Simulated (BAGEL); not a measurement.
# AlSiH5O2 (SMILES O[SiH2][O][AlH2]): a chain of runs

Wanted: a single-point energy (HF/6-31G*), then a single-point energy (NEVPT2(2,2)/6-31G*), then a single-point energy (CASPT2(2,2)/6-31G*) of AlSiH5O2. 

The results are computed with BAGEL 1.2.2.

2 further runs of the same task are left out: 2 set aside as unsound or not needed.

## Step 1: Starting point

The species is AlSiH5O2 (9 atoms), meant as a singlet with charge 0. SMILES: `O[SiH2][O][AlH2]`. The O1–H5 distance was set to 1.293 Å, away from the relaxed value.

Bond lengths: O1–Si2 1.642 Å, Si2–O3 1.619 Å, O3–Al4 1.683 Å, Si2–H6 1.480 Å, Si2–H7 1.487 Å, Al4–H8 1.580 Å, Al4–H9 1.579 Å. Angles: O1–Si2–O3 112.5°, Si2–O3–Al4 173.6°, O1–Si2–H6 104.7°, O1–Si2–H7 110.2°, O3–Si2–H6 110.1°, O3–Si2–H7 107.6°, O3–Al4–H8 117.8°, O3–Al4–H9 118.1°, H6–Si2–H7 111.8°, H8–Al4–H9 124.1°. A long bond or contact: O1–H5 1.293 Å.

## Step 2: The energy at HF/6-31G(d) (density fitting with svp-jkfit, spherical functions) (run 1)

Contents of input.json:

```json
{ "bagel" : [

{
  "title" : "molecule",
  "basis" : "6-31gs.json",
  "df_basis" : "svp-jkfit",
  "angstrom" : true,
  "geometry" : [
    { "atom" : "O", "xyz" : [   -0.464140,    1.872655,   -0.928752 ] },
    { "atom" : "Si", "xyz" : [    0.503960,    1.239955,    0.236348 ] },
    { "atom" : "O", "xyz" : [    0.581760,   -0.375645,    0.167148 ] },
    { "atom" : "Al", "xyz" : [    0.656660,   -2.037245,   -0.091152 ] },
    { "atom" : "H", "xyz" : [   -1.740800,    1.705800,   -0.810900 ] },
    { "atom" : "H", "xyz" : [    1.837060,    1.826055,   -0.025552 ] },
    { "atom" : "H", "xyz" : [   -0.006340,    1.608155,    1.583648 ] },
    { "atom" : "H", "xyz" : [   -0.628540,   -2.752445,   -0.667352 ] },
    { "atom" : "H", "xyz" : [    1.996560,   -2.787345,    0.274848 ] }
  ]
},
{ "title" : "hf" },
{ "title" : "print", "file" : "orbitals.molden", "orbitals" : true }

]}
```

The basis set 6-31G* is read from a file made from the Basis Set Exchange's data (not shown).

Started as:

```bash
BAGEL_NUM_THREADS=1 BAGEL input.json > input.out
```

What it wrote:

```text
* using 1 threads per process

  ===============================================================
  ===============================================================

  *** Geometry ***

  { "atom" : "O", "xyz" : [     -0.877097,      3.538805,     -1.755087 ] },
  { "atom" : "Si", "xyz" : [      0.952346,      2.343175,      0.446633 ] },
  { "atom" : "O", "xyz" : [      1.099367,     -0.709866,      0.315864 ] },
[... 5 lines of this table left out ...]
  { "atom" : "H", "xyz" : [      3.772952,     -5.267319,      0.519387 ] },

  Number of auxiliary basis functions:      500

  Since a DF basis is specified, we compute 2- and 3-index integrals:
    o Being stored without compression. Storage requirement is 0.022 GB

  Number of basis functions:       74
  Number of electrons      :       48

    * METHOD: MOLECULE                             0.26

  *** RHF ***

  === Nuclear Repulsion ===
   207.7655312123

      * DIIS with orbital gradients will be used.

  === RHF iteration (6-31gs.json) ===
      0       -683.17276995          0.02854314           0.07
      1       -683.34920878          0.02124177           0.07
      2       -683.51815686          0.00156734           0.06
[... 11 lines of this table left out ...]
     14       -683.52016929          0.00000001           0.06
    * SCF iteration converged.

    * Permanent dipole moment:
           (    0.589500,     0.425673,    -0.239885) a.u.

    * METHOD: HF                                   1.19

    * METHOD: PRINT                                0.01

  ===============================================================
```

Wall time 1.6 s (1 thread of Arm Neoverse V1, shared host); peak memory 0.14 GiB.

## Step 3: The energy at NEVPT2(2,2)/6-31G(d) (density fitting with svp-jkfit, spherical functions) (run 2)

Changes to input.json since step 2:

```diff
@@ -20,2 +20,3 @@
 { "title" : "hf" },
+{ "title" : "nevpt2", "nstate" : 1, "nact" : 2, "nclosed" : 23, "active" : [16, 26], "maxiter" : 200, "natocc" : true, "ncore" : 12 },
 { "title" : "print", "file" : "orbitals.molden", "orbitals" : true }
```

The basis set 6-31G* is read from a file made from the Basis Set Exchange's data (not shown).

Started as:

```bash
BAGEL_NUM_THREADS=1 BAGEL input.json > input.out
```

What it wrote:

```text
* using 1 threads per process

  ===============================================================
  ===============================================================

  *** Geometry ***

  { "atom" : "O", "xyz" : [     -0.877097,      3.538805,     -1.755087 ] },
  { "atom" : "Si", "xyz" : [      0.952346,      2.343175,      0.446633 ] },
  { "atom" : "O", "xyz" : [      1.099367,     -0.709866,      0.315864 ] },
[... 5 lines of this table left out ...]
  { "atom" : "H", "xyz" : [      3.772952,     -5.267319,      0.519387 ] },

[... 23 lines left out ...]
    * SCF iteration converged.
[... 1 line left out ...]
    * Permanent dipole moment:
[... 28 lines left out ...]
    * Second-order optimization converged. *
[... 9 lines left out ...]
     * ci vector, state   0, <S^2> = 0.0000
       2.     0.9832156087
       .2    -0.1824474358

  === DF-NEVPT2 calculation ===

    * 3-index integral transformation done
    * assembly done

      NEVPT2 correlation energy:   -0.4633259409      0.11

          (+0)     -0.3851035226
          (+0)'    -0.0334804522
          (+1)     -0.0071071144
          (+1)'    -0.0000000000
          (+2)     -0.0006756938
          (-1)     -0.0331284805
          (-1)'     0.0000000000
          (-2)     -0.0038306774

      NEVPT2 total energy:       -684.0195117040

    * METHOD: NEVPT2                               5.43

    * METHOD: PRINT                                0.01

  ===============================================================
```

Run time: 7.2 s. Hardware: 1 thread of Arm Neoverse V1, shared host; peak memory 0.14 GiB.

## Step 4: A single-point energy at CASPT2(2,2)/6-31G(d) (density fitting with svp-jkfit, spherical functions) (run 3)

Changes to input.json since step 3:

```diff
@@ -19,5 +19,6 @@
 },
-{ "title" : "hf" },
-{ "title" : "nevpt2", "nstate" : 1, "nact" : 2, "nclosed" : 23, "active" : [16, 26], "maxiter" : 200, "natocc" : true, "ncore" : 12 },
-{ "title" : "print", "file" : "orbitals.molden", "orbitals" : true }
+{ "title" : "hf", "charge" : 0 },
+{ "title" : "casscf", "nstate" : 1, "nact" : 2, "nclosed" : 23, "charge" : 0, "active" : [16, 26], "maxiter" : 200, "natocc" : true },
+{ "title" : "print", "file" : "orbitals.molden", "orbitals" : true },
+{ "title" : "smith", "method" : "caspt2", "ms" : true, "xms" : true, "sssr" : true, "shift" : 0.2, "shift_imag" : true, "ncore" : 12 }
```

The basis set 6-31G* is read from a file made from the Basis Set Exchange's data (not shown).

Started as:

```bash
BAGEL_NUM_THREADS=1 BAGEL input.json > input.out
```

What it wrote:

```text
* using 1 threads per process

  ===============================================================
  ===============================================================

  *** Geometry ***

  { "atom" : "O", "xyz" : [     -0.877097,      3.538805,     -1.755087 ] },
  { "atom" : "Si", "xyz" : [      0.952346,      2.343175,      0.446633 ] },
  { "atom" : "O", "xyz" : [      1.099367,     -0.709866,      0.315864 ] },
[... 5 lines of this table left out ...]
  { "atom" : "H", "xyz" : [      3.772952,     -5.267319,      0.519387 ] },

[... 25 lines left out ...]
    * Permanent dipole moment:
[... 37 lines left out ...]
     * ci vector, state   0, <S^2> = 0.0000
[... 21 lines left out ...]
       #      aibj      arbs      arbi      airj      risj      airs      arst      rist         Etot      error   time
[... 9 lines left out ...]
      ------------------------------------------------------------------------------------------------------------------

    * CASPT2 energy : state  0     -684.0187816905
        w/o shift correction       -684.0165833948
        reference weight              0.8724945771

    * METHOD: SMITH                                0.52

  ===============================================================
```

Run time: 7.5 s. Hardware: 1 thread of Arm Neoverse V1, shared host; peak memory 0.14 GiB.

## Step 5: Summary of results

| quantity | value |
| --- | --- |
| run 1, HF/6-31G*: total energy | -683.52017 Eh |
| run 1, HF/6-31G*: dipole moment | 1.95 D |
| run 1, HF/6-31G*: HOMO energy | -11.51 eV |
| run 1, HF/6-31G*: LUMO energy | 1.56 eV |
| run 1, HF/6-31G*: HOMO–LUMO gap | 13.07 eV |
| run 2, NEVPT2(2,2)/6-31G*: total energy | -684.01951 Eh |
| run 3, CASPT2(2,2)/6-31G*: total energy | -684.01878 Eh |
